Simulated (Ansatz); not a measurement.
# CH₂SeTe (SMILES C1[Se][Te]1): functionals against CCSD(T) at one geometry

The task here is to estimate one member of a computed series from the others.

The runs use Ansatz 0.2.0, Gaussian basis; single points in def2-TZVPP.

Cores are frozen in the correlated methods. Filled d shells of the heavier atoms are correlated. Core potentials replace the inner electrons past krypton, and spin-orbit coupling is left out.

### Where the work starts

SMILES `C1[Se][Te]1`, 5 atoms, charge 0, spin multiplicity 1.

Atoms are counted from 1 here; the program's logs count them from 0.

Bond lengths: C1–Se2 1.988 Å, C1–Te3 2.147 Å, C1–H4 0.982 Å, C1–H5 1.212 Å, Se2–Te3 2.627 Å. Angles: Se2–C1–Te3 78.8°, Se2–C1–H4 114.7°, Se2–C1–H5 107.7°, Te3–C1–H4 122.4°, Te3–C1–H5 114.8°, H4–C1–H5 112.9°, C1–Se2–Te3 53.3°, C1–Te3–Se2 47.9°.

As a file:

```xyz
5
charge 0, multiplicity 1
C     0.3248   -0.2285    0.0920
Se   -0.4829    1.5805    0.2614
Te   -1.3474   -0.3903   -1.2453
H     1.2545   -0.2343   -0.2240
H     0.1839   -0.7957    1.1541
```

The first run:

run/in.yaml

```yaml
crystal:
  periodic: [false, false, false]
  atoms:
    - {symbol: C, position_ang: [0.324800, -0.228500, 0.092000]}
    - {symbol: Se, position_ang: [-0.482900, 1.580500, 0.261400]}
    - {symbol: Te, position_ang: [-1.347400, -0.390300, -1.245300]}
    - {symbol: H, position_ang: [1.254500, -0.234300, -0.224000]}
    - {symbol: H, position_ang: [0.183900, -0.795700, 1.154100]}
basis:
  gaussian: {orbitals: def2-TZVPP}
correlation: {method: ccsd_t}
output: {forces: true}
```

The command line of these runs was not kept.

Steps of the session up to this table: CCSD(T)/def2-TZVPP; PBE0-D4/def2-TZVPP; wB97M-V/def2-TZVPP; r2SCAN-D4/def2-TZVPP; PBE-D4/def2-TZVPP; wB97X-V/def2-TZVPP; LC-wPBE/def2-TZVPP.

One of the session's tables, all rows but one given; the rest of the session is left out.

| method | RMS force component (eV/Å) | angle to CCSD(T) forces (°) | dipole (D) |
| --- | --- | --- | --- |
| CCSD(T) | 2.371 | reference | 1.32 |
| PBE0-D4 | 2.432 | 3.5 | 1.39 |
| wB97M-V | 2.411 | 4.7 | 1.36 |
| r2SCAN-D4 | 2.378 | 1.3 | 1.42 |
| PBE-D4 | 2.362 | 3.1 | 1.31 |
| wB97X-V | ? | ? | ? |
| LC-wPBE | 2.556 | 9.6 | 1.43 |

Q: Estimate the row for wB97X-V from the others.

As computed: RMS force component (eV/Å): 2.483; angle to CCSD(T) forces (°): 5.9; dipole (D): 1.42. In the column «RMS force component (eV/Å)» it lies between PBE0-D4 (2.432) and LC-wPBE (2.556).
